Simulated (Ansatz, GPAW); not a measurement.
## A script for RuIF (PBE in single-zeta orbitals)

These are simulated results from GPAW 26.7.0, not measurements. The cell was built from a prototype and was relaxed with r2SCAN in plane waves (Ansatz 0.2.0). It may be hypothetical. It is a single sheet, repeated along a and b, with vacuum along c. All runs are without spin polarisation.

In-plane lattice: a = 3.720 Å, b = 3.720 Å, γ = 120.0°; thickness between the outer nuclei 2.29 Å. Ru is surrounded by 3 F at 2.35 Å and 3 I at 2.52 Å; F is surrounded by 3 Ru at 2.35 Å; I is surrounded by 3 Ru at 2.52 Å.

The basis is minimal: single zeta, one radial function for each shell that the log's basis lists. It describes the filled bands fairly and the empty ones poorly.

Input script:

```python
import json
from ase import Atoms
from gpaw import GPAW, PW, FermiDirac

atoms = Atoms(['Ru', 'F', 'I'],
              cell=[[3.720388, -0.0, -0.0], [-1.860194, 3.22195, -0.0], [-0.0, -0.0, 29.576795]],
              scaled_positions=[[-0.0, -0.0, 0.30836], [0.333333, 0.666667, 0.340888], [0.666667, 0.333333, 0.26363]],
              pbc=True)
calc = GPAW(mode='lcao', basis='sz(dzp)', h=0.2, xc='PBE', kpts={'size': (6, 6, 1), 'gamma': True},
            occupations=FermiDirac(0.02), maxiter=100, legacy_gpaw=True, txt='gpaw.txt')
atoms.calc = calc
res = {'energy': atoms.get_potential_energy(force_consistent=True)}
res['electrons'] = calc.get_number_of_electrons()
res['k'] = calc.get_ibz_k_points().tolist()
res['levels'] = [calc.get_eigenvalues(kpt=i).tolist() for i in range(len(res['k']))]
points = [[0.0, 0.0, 0.0], [0.5, 0.0, 0.0], [0.333333, 0.333333, 0.0], [0.366667, 0.266667, 0.0]]
bands = calc.fixed_density(kpts=points, symmetry='off', txt='bands.txt')
res['points'] = [bands.get_eigenvalues(kpt=i).tolist() for i in range(len(points))]
json.dump(res, open('results.json', 'w'))
print('free energy (eV):', round(res['energy'], 5))
```

Command: `python run.py`. It took 9.9 s on 1 thread of Arm Neoverse V2 (shared host), peak memory 0.22 GiB.

The log gpaw.txt, trimmed of paths, versions and times, then the last line on the terminal. An iter line gives the energy in eV and the logarithms of the changes of orbitals (plane waves alone) and density (c: converged):

```
___ ___ ___ _ _ _
 |   |   |_  | | | |

 | | | | | . | | | |

 |__ |  _|___|_____|  26.7.0
 |___|_|

Input parameters:
  basis: sz(dzp)
  h: 0.2
  kpts: {gamma: True,
         size: (6, 6, 1)}
  maxiter: 100
  mode: lcao
  occupations: {fixmagmom: False,
                name: fermi-dirac,
                width: 0.02}
  xc: PBE

System changes: positions, numbers, cell, pbc, initial_charges, initial_magmoms

Initialize ...

species:
  Ru:
    name:    Ruthenium
    Z:       44.0
    valence: 16
    core:    28
    charge:  0.0  # [|e|]
    compensation charges:
      type: gauss
      rc: 0.39  # [Å]
      lmax: 2
    cutoffs:
      filter: 2.16  # [Å]
      core: 1.30  # [Å]
    projectors
    | kind |    occ | energy [eV] | rcut [Å] |

    |------|--------|-------------|----------|

    |   4s |  2.000 |     -76.316 |    1.281 |

    |   5s |  1.000 |      -4.236 |    1.281 |

    |   4p |  6.000 |     -46.423 |    1.286 |

    |   5p |  0.000 |      -0.913 |    1.286 |

    |   4d |  7.000 |      -5.203 |    1.254 |

    |    d |        |      22.008 |    1.254 |

    LCAO basis set for Ru:
      Name: sz(dzp)
      Number of radial functions: 5
      Number of spherical harmonics: 13
        l=0, rc=3.2969 Bohr: 4s-sz confined orbital
        l=0, rc=9.6875 Bohr: 5s-sz confined orbital
        l=1, rc=3.7656 Bohr: 4p-sz confined orbital
        l=1, rc=14.0938 Bohr: 5p-sz confined orbital
        l=2, rc=6.3281 Bohr: 4d-sz confined orbital
      Number of RI-basis functions 0

  F:
    name:    Fluorine
    Z:       9.0
    valence: 7
    core:    2
    charge:  0.0  # [|e|]
    compensation charges:
      type: gauss
      rc: 0.20  # [Å]
      lmax: 2
    cutoffs:
      filter: 1.14  # [Å]
      core: 0.74  # [Å]
    projectors
    | kind |    occ | energy [eV] | rcut [Å] |

    |------|--------|-------------|----------|

    |   2s |  2.000 |     -29.898 |    0.635 |

    |   2p |  5.000 |     -11.110 |    0.635 |

    |    s |        |      -2.687 |    0.635 |

    |    p |        |      16.102 |    0.635 |

    |    d |        |       0.000 |    0.635 |

    LCAO basis set for F:
      Name: sz(dzp)
      Number of radial functions: 2
      Number of spherical harmonics: 4
        l=0, rc=3.8594 Bohr: 2s-sz confined orbital
        l=1, rc=4.8750 Bohr: 2p-sz confined orbital
      Number of RI-basis functions 0

  I:
    name:    Iodine
    Z:       53.0
    valence: 7
    core:    46
    charge:  0.0  # [|e|]
    compensation charges:
      type: gauss
      rc: 0.37  # [Å]
      lmax: 2
    cutoffs:
      filter: 2.06  # [Å]
      core: 2.90  # [Å]
    projectors
    | kind |    occ | energy [eV] | rcut [Å] |

    |------|--------|-------------|----------|

    |   5s |  2.000 |     -17.382 |    1.164 |

    |   5p |  5.000 |      -7.088 |    1.164 |

    |    s |        |       9.829 |    1.164 |

    |    p |        |      20.123 |    1.164 |

    |    d |        |       0.000 |    1.164 |

    LCAO basis set for I:
      Name: sz(dzp)
      Number of radial functions: 2
      Number of spherical harmonics: 4
        l=0, rc=5.8750 Bohr: 5s-sz confined orbital
        l=1, rc=7.5156 Bohr: 5p-sz confined orbital
      Number of RI-basis functions 0

Reference energy: -319500.001434  # eV

Spin-paired calculation

Convergence criteria:
 Maximum [total energy] change in last 3 cyles: 0.0005 eV / valence electron
 Maximum integral of absolute [dens]ity change: 0.0001 electrons / valence electron
 Maximum integral of absolute [eigenst]ate change: 4e-08 eV^2 / valence electron
 Maximum number of scf [iter]ations: 100
 (Square brackets indicate name in SCF output, whereas a 'c' in
 the SCF output indicates the quantity has converged.)

Symmetries present (total): 1

  ( 1  0  0)
  ( 0  1  0)
  ( 0  0  1)

36 k-points: 6 x 6 x 1 Monkhorst-Pack grid + [1/12,1/12,0.000000]
20 k-points in the irreducible part of the Brillouin zone
       k-points in crystal coordinates                weights
   0:     0.00000000    0.00000000    0.00000000          1/36
   1:     0.00000000    0.16666667    0.00000000          2/36
   2:     0.00000000    0.33333333    0.00000000          2/36
   3:     0.00000000    0.50000000    0.00000000          1/36
   4:     0.16666667   -0.33333333    0.00000000          2/36
   5:     0.16666667   -0.16666667    0.00000000          2/36
   6:     0.16666667    0.00000000    0.00000000          2/36
   7:     0.16666667    0.16666667    0.00000000          2/36
   8:     0.16666667    0.33333333    0.00000000          2/36
   9:     0.16666667    0.50000000    0.00000000          2/36
          ...
  19:     0.50000000    0.50000000    0.00000000          1/36

Wave functions: LCAO
  Diagonalizer: Serial LAPACK
  Atomic Correction: dense with blas
  Data-type: complex

Occupation numbers: Fermi-Dirac:
  width: 0.0200  # eV

Eigensolver
   LCAO using direct dense diagonalizer

Densities:
  Coarse grid: 16*16*148 grid
  Fine grid: 32*32*296 grid
  Total Charge: 0.000000

Density mixing:
  Method: separate
  Backend: msr1
  Linear mixing parameter: 0.05
  old densities: 10
  Width of damping distribution: 1.1
  Damping of long wavelength oscillations: 20

Hamiltonian:
  XC and Coulomb potentials evaluated on a 32*32*296 grid
  Using the PBE Exchange-Correlation functional
  Interpolation: tri-quintic (5. degree polynomial)
  Poisson solver: FastPoissonSolver using
    Stencil: 8*3+1=25 point O(h^6) finite-difference Laplacian
    FFT axes: [np.int64(0), np.int64(1), np.int64(2)]
    FST axes: []

XC parameters: PBE with 2 nearest neighbor stencil

Memory estimate:
  Process memory now: 146.45 MiB
  Calculator: 33.47 MiB
    Density: 21.18 MiB
      Arrays: 7.52 MiB
      Localized functions: 7.88 MiB
      Mixer: 5.78 MiB
    Hamiltonian: 5.47 MiB
      Arrays: 4.91 MiB
      XC: 0.00 MiB
      Poisson: 0.00 MiB
      vbar: 0.55 MiB
    Wavefunctions: 6.82 MiB
      C [qnM]: 0.13 MiB
      S, T [2 x qmm]: 0.27 MiB
      P [aqMi]: 0.02 MiB
      BasisFunctions: 6.40 MiB
      Eigensolver: 0.00 MiB

Total number of cores used: 1

Number of atoms: 3
Number of atomic orbitals: 21
Number of bands in calculation: 21
Number of valence electrons: 30
Bands to converge: occupied
Positions:
   0 Ru     0.000000    0.000000    9.120301    ( 0.0000,  0.0000,  0.0000)
   1 F     -0.000002    2.147968   10.082374    ( 0.0000,  0.0000,  0.0000)
   2 I      1.860196    1.073982    7.797330    ( 0.0000,  0.0000,  0.0000)

Unit cell:
           periodic     x           y           z      points  spacing
  1. axis:    yes    3.720388   -0.000000   -0.000000    16     0.2014
  2. axis:    yes   -1.860194    3.221950   -0.000000    16     0.2014
  3. axis:    yes   -0.000000   -0.000000   29.576795   148     0.1998

  Lengths:   3.720388   3.720388  29.576795
  Angles:   90.000000  90.000000 120.000004

Effective grid spacing dv^(1/3) = 0.2107

iter:   1   -12.311639        c
iter:   2   -11.530757        c -1.19
iter:   3   -10.322993        c -1.27
iter:   4   -10.221007        c -1.61
iter:   5   -10.210499        c -1.97
iter:   6   -10.202657        c -2.35
iter:   7   -10.201939c       c -2.94
iter:   8   -10.201875c       c -3.33
iter:   9   -10.201869c       c -3.88
iter:  10   -10.201866c       c -4.08c

Converged after 10 iterations.

Energy contributions relative to reference atoms: (reference = -319500.001434)

Kinetic:        +52.758656
Potential:      -45.466657
External:        +0.000000
XC:             -18.089098
Entropy (-ST):   -0.000000
Local:           +0.595234
SIC:             +0.000000
--------------------------
Free energy:    -10.201866
Extrapolated:   -10.201866

Showing only first 2 kpts
 Kpt  Band  Eigenvalues  Occupancy
  0    13     -3.57557    2.00000
  0    14     -2.53454    2.00000
  0    15     -0.40249    0.00000
  0    16     -0.40070    0.00000

  1    13     -3.25121    2.00000
  1    14     -2.61045    2.00000
  1    15     -1.06314    0.00000
  1    16     -0.56463    0.00000

Fermi level: -2.03137

Gap: 0.937 eV
Transition (v -> c):
  (s=0, k=0, n=14, [0.00, 0.00, 0.00]) -> (s=0, k=14, n=15, [0.33, 0.33, 0.00])
Direct/indirect transitions are different
Direct gap: 1.205 eV
Transition at: (s=0, k=14, n=14, [0.33, 0.33, 0.00])

free energy (eV): -10.20187
```

The gap in the log is over the mesh alone; results.json adds the listed points. PBE in single-zeta orbitals gives a gap of 0.94 eV. On the same cell, plane-wave PBE (Ansatz, 12×12×1 k points and the special points) gives a gap of 1.04 eV and r2SCAN a gap of 1.34 eV; on shared hosts these took about 18 and 42 core-seconds on the 3-atom cell, against 9.9 for the script. Spin-orbit coupling, left out in all these runs, can cut or reorder the gap by tenths of an eV, up to about 1 eV with Pb or Bi.

No spin-orbit coupling is included; it can move band edges with weight on the heavy atoms by tenths of an eV.
